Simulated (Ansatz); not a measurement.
# CH2BClO: one molecule under many settings

How do the results and run time of CH2BClO respond when the settings are drawn wide?

Computed with Ansatz 0.2.0, Gaussian basis. Level: the settings change from run to run.

## Step 1: The relaxed structure

The geometry comes from an earlier relaxation with PBE0-D4 in a triple-zeta def2 set; it is a stationary point.

SMILES `ClB1CO1`, 6 atoms, charge 0, spin multiplicity 1.

Atoms are counted from 1 here; the program's logs count them from 0.

Bond lengths: Cl1–B2 1.716 Å, B2–C3 1.503 Å, B2–O4 1.325 Å, C3–O4 1.515 Å, C3–H5 1.086 Å, C3–H6 1.086 Å. Angles: Cl1–B2–C3 157.6°, Cl1–B2–O4 138.0°, C3–B2–O4 64.4°, B2–C3–O4 52.1°, B2–C3–H5 122.3°, B2–C3–H6 122.3°, O4–C3–H5 112.3°, O4–C3–H6 112.3°, H5–C3–H6 114.8°, B2–O4–C3 63.5°.

As a file:

```xyz
6

Cl   -0.6992   -2.2883    0.6349
B    -0.3297   -0.7072    0.0797
C     0.4021    0.6032    0.0041
O    -0.7883    0.1524   -0.8180
H     1.2947    0.7357   -0.5999
H     0.1626    1.4403    0.6529
```

## Step 2: SPW92/cc-pVTZ

Options: multiplicity 3, atoms shaken by 0.08 Å, a grid of angular degree 47, the search for lower states set to full.

Input file in.yaml:

```yaml
crystal:
  periodic: [false, false, false]
  atoms:
    - {symbol: Cl, position_ang: [-0.739766, -2.430096, 0.737215]}
    - {symbol: B, position_ang: [-0.528677, -0.684113, 0.138520]}
    - {symbol: C, position_ang: [0.356304, 0.671597, -0.052259]}
    - {symbol: O, position_ang: [-0.937989, 0.162861, -0.758969]}
    - {symbol: H, position_ang: [1.163422, 0.741887, -0.717637]}
    - {symbol: H, position_ang: [0.051292, 1.462733, 0.682932]}
basis:
  gaussian: {orbitals: cc-pVTZ, final_grid: {core_spheres: 20, valence_spheres: 16, degree: 47}}
magnetization: {spin_polarized: true, initial_magnetization: 2}
hamiltonian: {xc: {name: SPW92}}
scf: {lower_state_search: full}
```

Started as:

```bash
$ ansatz run in.yaml --threads 2 --pin off --events-out ev --progress --plain --max-ram 4352MiB
```

The program printed:

```text
Functional definition: SPW92
  name "SPW92"
  cite "Dirac, Proc. Camb. Phil. Soc. 26, 376 (1930) doi:10.1017/S0305004100016108"
  cite "Slater, Phys. Rev. 81, 385 (1951) doi:10.1103/PhysRev.81.385"
  cite "Perdew & Wang, Phys. Rev. B 45, 13244 (1992) doi:10.1103/PhysRevB.45.13244"
  exchange = slater_x
  correlation = pw_c
936 factors; their error is unknown
mean field evaluation 1: about -16217.1153 eV, gradient 6.4e1 eV
mean field evaluation 2: about -15877.9549 eV, gradient 2.3e2 eV
mean field evaluation 4: about -16226.6118 eV, gradient 5.8e1 eV
mean field evaluation 8: about -16240.3959 eV, gradient 2.3e0 eV
mean field evaluation 16: about -16240.4032 eV, gradient 3.1e-3 eV
mean field evaluation 32: about -16234.6677 eV, gradient 2.1e1 eV
mean field evaluation 64: about -16197.1457 eV, gradient 4.6e1 eV
mean field evaluation 96: about -16240.4249 eV, gradient 9.3e-1 eV
mean field evaluation 128: about -16240.4032 eV, gradient 2.5e-2 eV
mean field evaluation 160: about -16240.4032 eV, gradient 6.9e-4 eV
mean field evaluation 192: about -16210.6670 eV, gradient 7.1e1 eV
mean field -16240.40318641 eV, -596.8238089600 hartree, gradient 1.8e-5 eV, S^2 2.002852; 11 other end points of the search recorded, 0 dependent functions left out
reference -16240.40321674 eV, -596.8238100744 hartree; 20, 18 occupied and 132, 134 virtual orbitals, 936 factors
Total energy: -16240.40321674 eV, -596.8238100744 hartree
```

Run time: 11 s. Hardware: 2 threads of Arm Neoverse V1, shared host; peak memory 0.35 GiB.

⟨S²⟩ 2.003.

## Step 3: revPBE0/6-31G*

Input file in.yaml:

```yaml
crystal:
  periodic: [false, false, false]
  atoms:
    - {symbol: Cl, position_ang: [-0.699224, -2.288260, 0.634934]}
    - {symbol: B, position_ang: [-0.329743, -0.707249, 0.079709]}
    - {symbol: C, position_ang: [0.402130, 0.603166, 0.004126]}
    - {symbol: O, position_ang: [-0.788261, 0.152371, -0.818041]}
    - {symbol: H, position_ang: [1.294711, 0.735707, -0.599872]}
    - {symbol: H, position_ang: [0.162588, 1.440266, 0.652944]}
basis:
  gaussian: {orbitals: "6-31G*"}
hamiltonian: {xc: {name: revPBE0}}
```

Same command.

The program printed (excerpt; [...] marks lines left out):

```text
Functional definition: revPBE0
  name "revPBE0"
  cite "Zhang & Yang, Phys. Rev. Lett. 80, 890 (1998) doi:10.1103/PhysRevLett.80.890"
  cite "Adamo & Barone, J. Chem. Phys. 110, 6158 (1999) doi:10.1063/1.478522"
  cite "Perdew, Burke & Ernzerhof, Phys. Rev. Lett. 77, 3865 (1996) doi:10.1103/PhysRevLett.77.3865"
[...]
638 factors; integrals over basis functions are off by at most 8.3e-4 eV
[...]
mean field -16312.06346734 eV, -599.4572757111 hartree, gradient 3.0e-5 eV, S^2 0.000000; 0 other end points of the search recorded, 0 dependent functions left out
reference -16312.06348597 eV, -599.4572763958 hartree; 19, 19 occupied and 49, 49 virtual orbitals, 638 factors
Total energy: -16312.06348597 eV, -599.4572763958 hartree
```

Wall time 0.9 s (2 threads of Arm Neoverse V1, shared host).

## Step 4: CAM-B3LYP/STO-3G

Set apart from the defaults: charge -1, multiplicity 2, the search for lower states set to full.

Edit in.yaml of step 3 so:

```diff
@@ -10,3 +10,6 @@
 basis:
-  gaussian: {orbitals: "6-31G*"}
-hamiltonian: {xc: {name: revPBE0}}
+  gaussian: {orbitals: STO-3G}
+total_charge: -1
+magnetization: {spin_polarized: true, initial_magnetization: 1}
+hamiltonian: {xc: {name: CAM-B3LYP}}
+scf: {lower_state_search: full}
```

Same command.

The program printed (excerpt; [...] marks lines left out):

```text
Functional definition: CAM-B3LYP
  name "CAM-B3LYP"
  cite "Yanai, Tew & Handy, Chem. Phys. Lett. 393, 51 (2004) doi:10.1016/j.cplett.2004.06.011"
  cite "Iikura, Tsuneda, Yanai & Hirao, J. Chem. Phys. 115, 3540 (2001) doi:10.1063/1.1383587"
  cite "Becke, Phys. Rev. A 38, 3098 (1988) doi:10.1103/PhysRevA.38.3098"
  cite "Lee, Yang & Parr, Phys. Rev. B 37, 785 (1988) doi:10.1103/PhysRevB.37.785"
  cite "Vosko, Wilk & Nusair, Can. J. Phys. 58, 1200 (1980) doi:10.1139/p80-159"
[...]
  # Exact exchange under (alpha + beta erf(omega r))/r, Becke's under what is left of 1/r.
[...]
332 factors; integrals over basis functions are off by at most 7.1e-5 eV
135 factors; integrals over basis functions are off by at most 8.2e-7 eV
[...]
mean field -16122.38798451 eV, -592.4868302837 hartree, gradient 2.9e-5 eV, S^2 0.753503; 2 other end points of the search recorded, 0 dependent functions left out
reference -16122.38805377 eV, -592.4868328288 hartree; 20, 19 occupied and 6, 7 virtual orbitals, 332 factors
Total energy: -16122.38805377 eV, -592.4868328288 hartree
```

Run time: 1.2 s. Hardware: 2 threads of Arm Neoverse V1, shared host.

⟨S²⟩ 0.754.

## Step 5: B3LYP/6-31G

Options: D3(BJ) with three-body dispersion.

Edit in.yaml of step 4 so:

```diff
@@ -10,6 +10,4 @@
 basis:
-  gaussian: {orbitals: STO-3G}
-total_charge: -1
-magnetization: {spin_polarized: true, initial_magnetization: 1}
-hamiltonian: {xc: {name: CAM-B3LYP}}
-scf: {lower_state_search: full}
+  gaussian: {orbitals: 6-31G}
+hamiltonian: {xc: {name: B3LYP}, dispersion: d3bjatm}
+output: {forces: true}
```

The command is unchanged.

The program printed (excerpt; [...] marks lines left out):

```text
Functional definition: B3LYP
  name "B3LYP"
  cite "Stephens, Devlin, Chabalowski & Frisch, J. Phys. Chem. 98, 11623 (1994) doi:10.1021/j100096a001"
  cite "Becke, Phys. Rev. A 38, 3098 (1988) doi:10.1103/PhysRevA.38.3098"
  cite "Lee, Yang & Parr, Phys. Rev. B 37, 785 (1988) doi:10.1103/PhysRevB.37.785"
  cite "Vosko, Wilk & Nusair, Can. J. Phys. 58, 1200 (1980) doi:10.1139/p80-159"
[...]
532 factors; integrals over basis functions are off by at most 2.1e-4 eV
[...]
mean field -16314.13496649 eV, -599.5334019005 hartree, gradient 9.7e-6 eV, S^2 0.000000; 0 other end points of the search recorded, 0 dependent functions left out
[...]
reference -16314.13513748 eV, -599.5334081843 hartree; 19, 19 occupied and 25, 25 virtual orbitals, 532 factors
Total energy: -16314.30679722 eV, -599.5397165635 hartree
Atom 0 at    -0.699224    -2.288260     0.634934 Å, force    -0.241536    -1.148092     0.427382 eV/Å
Atom 1 at    -0.329743    -0.707249     0.079709 Å, force     0.498495    -0.257011     0.595052 eV/Å
Atom 2 at     0.402130     0.603166     0.004126 Å, force     1.450034     0.887887     0.811068 eV/Å
Atom 3 at    -0.788261     0.152371    -0.818041 Å, force    -1.842181     0.448474    -1.916979 eV/Å
Atom 4 at     1.294711     0.735707    -0.599872 Å, force     0.063181     0.037110     0.046547 eV/Å
Atom 5 at     0.162588     1.440266     0.652944 Å, force     0.072006     0.031633     0.036929 eV/Å
Dipole moment:     0.299019     0.189078     0.163872 e Å
```

It took 0.9 s on 2 threads of Arm Neoverse V1, shared host.

Largest force 2.696 eV/Å, dipole 1.87 D.

## Step 6: wB97/ANO-RCC-VTZP

Set apart from the defaults: atoms shaken by 0.03 Å.

Input file in.yaml:

```yaml
crystal:
  periodic: [false, false, false]
  atoms:
    - {symbol: Cl, position_ang: [-0.741529, -2.319606, 0.620920]}
    - {symbol: B, position_ang: [-0.286305, -0.671772, 0.024492]}
    - {symbol: C, position_ang: [0.399148, 0.588166, 0.000385]}
    - {symbol: O, position_ang: [-0.778618, 0.137129, -0.827839]}
    - {symbol: H, position_ang: [1.308332, 0.765202, -0.618081]}
    - {symbol: H, position_ang: [0.218824, 1.445119, 0.676700]}
basis:
  gaussian: {orbitals: ANO-RCC-VTZP}
hamiltonian: {xc: {name: wB97}}
output: {forces: true}
```

Launched as before.

The program printed (excerpt; [...] marks lines left out):

```text
Functional definition: wB97
  name "wB97"
  cite "Chai & Head-Gordon, J. Chem. Phys. 128, 084106 (2008) doi:10.1063/1.2834918"
  cite "Becke, J. Chem. Phys. 107, 8554 (1997) doi:10.1063/1.475007"
[...]
  # The coefficients of nought are those of the uniform gas.
[...]
      + integral(e_c_pw_opposite_spin*poly(b97_u_opposite, 1, cos1, cos2, cos3, cos4))
1134 factors; their error is unknown
348 factors; integrals over basis functions are off by at most 2.8e-5 eV
[...]
mean field -16358.41508680 eV, -601.1606663080 hartree, gradient 4.4e-5 eV, S^2 0.000000; 0 other end points of the search recorded, 0 dependent functions left out
[...]
reference -16358.41507120 eV, -601.1606657347 hartree; 19, 19 occupied and 133, 133 virtual orbitals, 1134 factors
Total energy: -16358.41507120 eV, -601.1606657347 hartree
Relativity: scalar
Atom 0 at    -0.741529    -2.319606     0.620920 Å, force     0.569718     1.540357    -0.564072 eV/Å
Atom 1 at    -0.286305    -0.671772     0.024492 Å, force    -0.865353    -5.299202     2.508280 eV/Å
Atom 2 at     0.399148     0.588166     0.000385 Å, force     2.201374     2.737580    -0.246567 eV/Å
Atom 3 at    -0.778618     0.137129    -0.827839 Å, force    -0.934188     1.901062    -1.715794 eV/Å
Atom 4 at     1.308332     0.765202    -0.618081 Å, force    -0.713242    -0.263920     0.395733 eV/Å
Atom 5 at     0.218824     1.445119     0.676700 Å, force    -0.258309    -0.615876    -0.377580 eV/Å
Dipole moment:     0.296698     0.258751     0.101943 e Å
```

Run time: 12 s. Hardware: 2 threads of Arm Neoverse V1, shared host; peak memory 0.34 GiB.

Largest force 5.926 eV/Å, dipole 1.95 D.

## Step 7: CCSD/cc-pVDZ

Options: density fitting with cc-pVTZ-jkfit, a point charge of 0.50 e beside it, relativity set to scalar, correlated electrons set to outside_noble_gas.

Input file in.yaml:

```yaml
crystal:
  periodic: [false, false, false]
  atoms:
    - {symbol: Cl, position_ang: [-0.699224, -2.288260, 0.634934]}
    - {symbol: B, position_ang: [-0.329743, -0.707249, 0.079709]}
    - {symbol: C, position_ang: [0.402130, 0.603166, 0.004126]}
    - {symbol: O, position_ang: [-0.788261, 0.152371, -0.818041]}
    - {symbol: H, position_ang: [1.294711, 0.735707, -0.599872]}
    - {symbol: H, position_ang: [0.162588, 1.440266, 0.652944]}
basis:
  gaussian: {orbitals: cc-pVDZ, fitting: {mean_field: cc-pVTZ-jkfit}, point_charges: [{charge: 0.50, position_ang: [5.709, -0.021, -0.620]}]}
hamiltonian: {xc: {name: HF}, pseudopotentials: {relativity: scalar}}
correlation: {method: ccsd, electrons: outside_noble_gas}
```

The command is unchanged.

The program printed (excerpt; [...] marks lines left out):

```text
Functional definition: HF
  name "HF"
  cite "Fock, Z. Phys. 61, 126 (1930) doi:10.1007/BF01340294"
  parent pbe
[...]
418 factors; integrals over basis functions are off by at most 9.6e-2 eV
[...]
mean field -16311.28628185 eV, -599.4287146712 hartree, gradient 1.0e-6 eV, S^2 0.000000; 0 other end points of the search recorded, 0 dependent functions left out
8 core orbitals not correlated: weight in the atoms' cores, before any rotation towards them, 1.000 or more for the frozen orbitals, at most 0.000 for the correlated occupied ones
reference -16311.28628185 eV, -599.4287146712 hartree; 11, 11 occupied and 51, 51 virtual orbitals, 418 factors
second order -14.52459386 eV of doubles, -0.00000000 eV of singles
cycle   1  -14.80006054 eV  change   -2.8e-1 eV  update   9.9e-2
[...]
cycle   9  -15.27931196 eV  change   -1.0e-5 eV  update   2.0e-5
Total energy: -16326.56559381 eV, -599.9902190289 hartree
Relativity: scalar
```

Wall time 0.8 s (2 threads of Arm Neoverse V1, shared host).

T1 0.015.

## Step 8: B97/def2-TZVPP

Options: charge +1, multiplicity 2, the search for lower states set to off.

Edit in.yaml of step 7 so:

```diff
@@ -10,4 +10,6 @@
 basis:
-  gaussian: {orbitals: cc-pVDZ, fitting: {mean_field: cc-pVTZ-jkfit}, point_charges: [{charge: 0.50, position_ang: [5.709, -0.021, -0.620]}]}
-hamiltonian: {xc: {name: HF}, pseudopotentials: {relativity: scalar}}
-correlation: {method: ccsd, electrons: outside_noble_gas}
+  gaussian: {orbitals: def2-TZVPP}
+total_charge: 1
+magnetization: {spin_polarized: true, initial_magnetization: 1}
+hamiltonian: {xc: {name: B97}}
+scf: {lower_state_search: off}
```

The command is unchanged.

The program printed (excerpt; [...] marks lines left out):

```text
Functional definition: B97
  name "B97"
  cite "Becke, J. Chem. Phys. 107, 8554 (1997) doi:10.1063/1.475007"
[...]
      + integral(e_c_pw_opposite_spin*poly(b97_u_opposite, cos0, cos1, cos2))
[...]
931 factors; their error is unknown
[...]
mean field -16304.70368254 eV, -599.1868086084 hartree, gradient 6.6e-6 eV, S^2 0.754722; 0 other end points of the search recorded, 0 dependent functions left out
reference -16304.70370272 eV, -599.1868093500 hartree; 19, 18 occupied and 144, 145 virtual orbitals, 931 factors
Total energy: -16304.70370272 eV, -599.1868093500 hartree
Checks for a lower state left out: stability, starts, cluster_reference, orbital_swaps, neighbouring_geometries, increment
```

It took 6 s on 2 threads of Arm Neoverse V1, shared host; peak memory 0.35 GiB.

⟨S²⟩ 0.755.

## Step 9: r2SCAN0/ANO-RCC-VTZP

Edit in.yaml of step 8 so:

```diff
@@ -10,6 +10,3 @@
 basis:
-  gaussian: {orbitals: def2-TZVPP}
-total_charge: 1
-magnetization: {spin_polarized: true, initial_magnetization: 1}
-hamiltonian: {xc: {name: B97}}
-scf: {lower_state_search: off}
+  gaussian: {orbitals: ANO-RCC-VTZP}
+hamiltonian: {xc: {name: r2SCAN0}}
```

The command is unchanged.

The program printed (excerpt; [...] marks lines left out):

```text
Functional definition: r2SCAN0
  name "r2SCAN0"
  cite "Bursch, Neugebauer, Ehlert & Grimme, J. Chem. Phys. 156, 134105 (2022) doi:10.1063/5.0086040"
  cite "Furness, Kaplan, Ning, Perdew & Sun, J. Phys. Chem. Lett. 11, 8208 (2020) doi:10.1021/acs.jpclett.0c02405"
  cite "Furness, Kaplan, Ning, Perdew & Sun, J. Phys. Chem. Lett. 11, 9248 (2020) doi:10.1021/acs.jpclett.0c03077"
  parent r2scan
[...]
1183 factors; their error is unknown
[...]
mean field -16355.66722527 eV, -601.0596842593 hartree, gradient 3.9e-5 eV, S^2 0.000000; 0 other end points of the search recorded, 0 dependent functions left out
reference -16355.66724076 eV, -601.0596848286 hartree; 19, 19 occupied and 133, 133 virtual orbitals, 1183 factors
Total energy: -16355.66724076 eV, -601.0596848286 hartree
Relativity: scalar
```

It took 6 s on 2 threads of Arm Neoverse V1, shared host; peak memory 0.28 GiB.

## Step 10: B3LYP5/def2-mTZVPP

Options: charge +1, multiplicity 2, atoms shaken by 0.15 Å.

Input file in.yaml:

```yaml
crystal:
  periodic: [false, false, false]
  atoms:
    - {symbol: Cl, position_ang: [-0.594400, -2.301439, 0.590988]}
    - {symbol: B, position_ang: [-0.166401, -0.567303, -0.162012]}
    - {symbol: C, position_ang: [0.515675, 0.834471, -0.049005]}
    - {symbol: O, position_ang: [-0.735450, 0.064106, -0.854688]}
    - {symbol: H, position_ang: [1.284343, 0.799878, -0.548739]}
    - {symbol: H, position_ang: [0.107364, 1.665997, 0.753337]}
basis:
  gaussian: {orbitals: def2-mTZVPP}
total_charge: 1
magnetization: {spin_polarized: true, initial_magnetization: 1}
hamiltonian: {xc: {name: B3LYP5}}
```

The command is unchanged.

The program printed (excerpt; [...] marks lines left out):

```text
Functional definition: B3LYP5
  name "B3LYP5"
  cite "Stephens, Devlin, Chabalowski & Frisch, J. Phys. Chem. 98, 11623 (1994) doi:10.1021/j100096a001"
  cite "Becke, Phys. Rev. A 38, 3098 (1988) doi:10.1103/PhysRevA.38.3098"
  cite "Lee, Yang & Parr, Phys. Rev. B 37, 785 (1988) doi:10.1103/PhysRevB.37.785"
  cite "Vosko, Wilk & Nusair, Can. J. Phys. 58, 1200 (1980) doi:10.1139/p80-159"
[...]
896 factors; their error is unknown
[...]
mean field -16300.47646316 eV, -599.0314611615 hartree, gradient 2.6e-5 eV, S^2 0.761208; 4 other end points of the search recorded, 0 dependent functions left out
reference -16300.47667581 eV, -599.0314689763 hartree; 19, 18 occupied and 80, 81 virtual orbitals, 896 factors
Total energy: -16300.47667581 eV, -599.0314689763 hartree
```

Wall time 3.9 s (2 threads of Arm Neoverse V1, shared host).

⟨S²⟩ 0.761.

## Step 11: The runs in one table

| level | charge | multiplicity | geometry | functions | energy (eV) | time |
| --- | --- | --- | --- | --- | --- | --- |
| SPW92/cc-pVTZ | 0 | 3 | shaken | 152 | -16240.403 | 11 s |
| revPBE0/6-31G* | 0 | 1 | relaxed | 68 | -16312.063 | 0.9 s |
| CAM-B3LYP/STO-3G | -1 | 2 | relaxed | 26 | -16122.388 | 1.2 s |
| B3LYP/6-31G | 0 | 1 | relaxed | 44 | -16314.307 | 0.9 s |
| wB97/ANO-RCC-VTZP | 0 | 1 | shaken | 152 | -16358.415 | 12 s |
| CCSD/cc-pVDZ | 0 | 1 | relaxed, point charge | 70 | -16326.566 | 0.8 s |
| B97/def2-TZVPP | 1 | 2 | relaxed | 163 | -16304.704 | 6 s |
| r2SCAN0/ANO-RCC-VTZP | 0 | 1 | relaxed | 152 | -16355.667 | 6 s |
| B3LYP5/def2-mTZVPP | 1 | 2 | shaken | 99 | -16300.477 | 3.9 s |

## Step 12: Results

| quantity | value |
| --- | --- |
| runs | 9 |
| quickest | CCSD/cc-pVDZ, 0.8 s |
| slowest | wB97/ANO-RCC-VTZP, 12 s |
| spread of total energies, same state and geometry | 43.6 eV |

What this shows: Run time spans a factor of 15, from CCSD/cc-pVDZ to wB97/ANO-RCC-VTZP. The jobs differ in tasks and options as well as level. The totals spread over 44 eV; they can't be compared across methods or bases. Some of these runs are scalar-relativistic and others not, which shifts the totals of all-electron atoms past neon by eV; core potentials, where a basis has them, take the core out of the total altogether. At the PBE0-D4/def2-TZVP geometry and in the same state, runs without warnings or point charges leave forces up to 2.70 eV/Å (B3LYP/6-31G), against 5.9 eV/Å where the atoms were moved.
